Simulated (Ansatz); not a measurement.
Working through a geometry optimisation of BrClH4OSi2, SMILES O[Si]([SiH3])(Cl)Br

With Ansatz 0.2.0, Python API.

At the Python prompt:
```pycon
>>> import ansatz as az
>>> import numpy as np
>>> import pandas as pd
>>> GEOMETRY = """
... O    -1.91770   -0.43290    0.17170
... Si   -0.51950    0.35840    0.46760
... Si    1.19280   -0.46560   -0.80080
... Cl   -0.15500    0.07070    2.46950
... Br   -0.81430    2.51760    0.10720
... H    -2.68090   -0.14890    0.77650
... H     2.53270    0.21740   -0.44430
... H     1.45920   -1.90910   -0.56200
... H     0.99120   -0.25380   -2.20250
... """
>>> brclh4osi2 = az.Crystal.molecule()
>>> for line in GEOMETRY.strip().splitlines():
...     symbol, *xyz = line.split()
...     brclh4osi2 = brclh4osi2.atom(symbol, [float(v) for v in xyz])
...
>>> calc = brclh4osi2.calculation()
>>> calc = calc.basis(gaussian="def2-SVP")
>>> calc = calc.functional("pbe0")
>>> symbols = [site.symbol for site in brclh4osi2.cartesian_sites]
>>> start = np.array([site.position_ang for site in brclh4osi2.cartesian_sites], dtype=float)
>>> def progress(event):
...     if event["event"] == "relax_step":
...         row = event["data"]
...         print(f"step {row['step']:3d}  E = {row['lagrangian_ev']:.6f} eV  largest force component {row['allowed_force_max_ev_ang']:.4f} eV/A")
...
>>> r = calc.relax(force_tolerance=0.005, max_steps=100).session().plan().execute(on_event=progress).report
step   1  E = -100400.057287 eV  largest force component 2.1709 eV/A
step   2  E = -100400.229114 eV  largest force component 0.8396 eV/A
step   3  E = -100400.258355 eV  largest force component 0.2547 eV/A
step   4  E = -100400.262257 eV  largest force component 0.1749 eV/A
step   5  E = -100400.263466 eV  largest force component 0.1534 eV/A
step   6  E = -100400.255887 eV  largest force component 0.2822 eV/A
step   7  E = -100400.265951 eV  largest force component 0.0123 eV/A
step   8  E = -100400.265998 eV  largest force component 0.0039 eV/A
step   9  E = -100400.266010 eV  largest force component 0.0071 eV/A
step  10  E = -100400.266006 eV  largest force component 0.0138 eV/A
step  11  E = -100400.266019 eV  largest force component 0.0034 eV/A
>>> end = np.array(r["positions_ang"])
>>> for key in ("converged", "free_energy_ev", "reference_energy_ev", "n_frozen", "n_occupied", "n_virtual"):
...     print(f"{key:22s} {r[key]}")
...
converged              True
free_energy_ev         -100400.2660461664
reference_energy_ev    -100400.2660461664
n_frozen               0
n_occupied             [46, 46]
n_virtual              [74, 74]
>>> print("final positions (A) and the move of each atom")
final positions (A) and the move of each atom
>>> for symbol, xyz, old in zip(symbols, end, start):
...     print(f"{symbol:2s} {xyz[0]:10.5f} {xyz[1]:10.5f} {xyz[2]:10.5f}   {np.linalg.norm(xyz - old):7.4f}")
...
O    -1.89565   -0.45476    0.15626    0.0347
Si   -0.50473    0.35268    0.51818    0.0530
Si    1.23102   -0.47848   -0.79585    0.0406
Cl   -0.05796    0.12618    2.52846    0.1264
Br   -0.77072    2.53998    0.15704    0.0699
H    -2.70570   -0.19828    0.61144    0.1741
H     2.47481    0.26211   -0.43384    0.0739
H     1.40904   -1.93515   -0.52221    0.0691
H     0.90839   -0.26049   -2.23658    0.0898
>>> charges = r["charge_distribution"]
>>> table = pd.DataFrame({"atom": symbols, "mulliken": charges["mulliken_charges_e"], "lowdin": charges["lowdin_charges_e"]})
>>> table.round(3)
  atom  mulliken  lowdin
0    O    -0.374   0.059
1   Si     0.627  -0.181
2   Si     0.166   0.189
3   Cl    -0.255   0.071
4   Br    -0.262   0.028
5    H     0.207  -0.005
6    H    -0.036  -0.053
7    H    -0.036  -0.054
8    H    -0.037  -0.054
>>> print("dipole (e A):", np.round(charges["dipole_moment_e_ang"], 4) + 0.0)
dipole (e A): [-0.1435 -0.1229 -0.0768]
>>> with open("brclh4osi2_opt.xyz", "w") as handle:
...     handle.write(f"{len(symbols)}\nrelaxed BrClH4OSi2\n")
...     handle.writelines(f"{s:2s} {x:11.6f} {y:11.6f} {z:11.6f}\n" for s, (x, y, z) in zip(symbols, end))
...
21
```

It writes `brclh4osi2_opt.xyz`:
```text
9
relaxed BrClH4OSi2
O    -1.895654   -0.454756    0.156261
Si   -0.504730    0.352679    0.518176
Si    1.231024   -0.478477   -0.795846
Cl   -0.057960    0.126185    2.528458
Br   -0.770722    2.539979    0.157042
H    -2.705696   -0.198276    0.611441
H     2.474814    0.262108   -0.433844
H     1.409037   -1.935148   -0.522211
H     0.908387   -0.260493   -2.236579
```

Caveats:
- Total energies depend on the basis set; only differences at equal settings carry meaning.
- The end point is the stationary point reached from this start; no frequency run checks that it is a minimum, and the basis set is modest.
- The Löwdin charges here are taken after orthogonalising the functions within each atom; they differ from plain Löwdin charges, and their signs can be unphysical.
- It ran for 90 s on 1 thread of Arm Neoverse V1, with other jobs on the host, peak memory 0.43 GiB.
